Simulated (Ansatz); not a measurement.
# BaCuSeO: the cost of one run

Computed with Ansatz 0.2.0 (DFT PBE, scalar-relativistic, plane waves, PAW, unless a step's input says otherwise).

## Step 1: The system as given

Symmetry: P4/nmm, No. 129, tetragonal system. The conventional cell has a = 4.310 Å, b = 4.310 Å, c = 9.782 Å, α = 90.00°, β = 90.00°, γ = 90.00°. Ba (site symmetry 4mm) is surrounded by 4 O at 2.55 Å. Cu (site symmetry -4m2) has 4 Se at 2.50 Å as nearest neighbours. Around Se (site symmetry 4mm) lie 4 Cu at 2.50 Å. O (site symmetry -4m2) has 4 Ba at 2.55 Å as nearest neighbours.

As a file:

```cif
data_structure
_symmetry_space_group_name_H-M 'P 1'
_symmetry_Int_Tables_number 1
_cell_length_a 4.3097
_cell_length_b 4.3097
_cell_length_c 9.7816
_cell_angle_alpha 90.000
_cell_angle_beta 90.000
_cell_angle_gamma 90.000
_cell_volume 181.67
loop_
_atom_site_label
_atom_site_type_symbol
_atom_site_fract_x
_atom_site_fract_y
_atom_site_fract_z
_atom_site_occupancy
Ba1 Ba 0.00000 0.50000 0.64023 1
Ba2 Ba 0.50000 0.00000 0.35977 1
Cu1 Cu 0.50000 0.50000 0.00000 1
Cu2 Cu 0.00000 0.00000 0.00000 1
Se1 Se 0.50000 0.00000 0.86968 1
Se2 Se 0.00000 0.50000 0.13032 1
O1 O 0.50000 0.50000 0.50000 1
O2 O 0.00000 0.00000 0.50000 1
```

The structure comes from the Materials Project (structure only).

(A quick probe on a coarse mesh, which set the mesh and smearing, is not shown.)

## Step 3: Reference: the cell as listed

The input, input.yaml:

```yaml
crystal:
  lattice:
    - [4.309657, 0.0, 0.0]
    - [0.0, 4.309657, 0.0]
    - [0.0, 0.0, 9.781563]
  atoms:
    - { symbol: Ba, position: [0.0, 0.5, 0.640226] }
    - { symbol: Ba, position: [0.5, 0.0, 0.359774] }
    - { symbol: Cu, position: [0.5, 0.5, 0.0] }
    - { symbol: Cu, position: [0.0, 0.0, 0.0] }
    - { symbol: Se, position: [0.5, 0.0, 0.869684] }
    - { symbol: Se, position: [0.0, 0.5, 0.130316] }
    - { symbol: O, position: [0.5, 0.5, 0.5] }
    - { symbol: O, position: [0.0, 0.0, 0.5] }
basis:
  ecutwfc: 420
kpoints:
  mp_grid: { grid: [8, 8, 4] }
hamiltonian:
  xc: pbe
scf:
  occupations: { method: gaussian, width: 0.1 }
output:
  forces: true
  stress: true
  eigenvalues: true
  populations: true
  write_density: true
  write_potential: true
  elf: true
  volumetric_format: npy
```

The run is started by

```console
$ ansatz run input.yaml --threads 1 --pin off --max-ram 2560MiB --backend cpu --events-out ev --progress --plain --runs-dir out
```

Q: Estimate wall time and peak memory on 1 thread of Intel Xeon at 2.70GHz, shared host.

About 82 s, with a peak of 0.7 GiB.
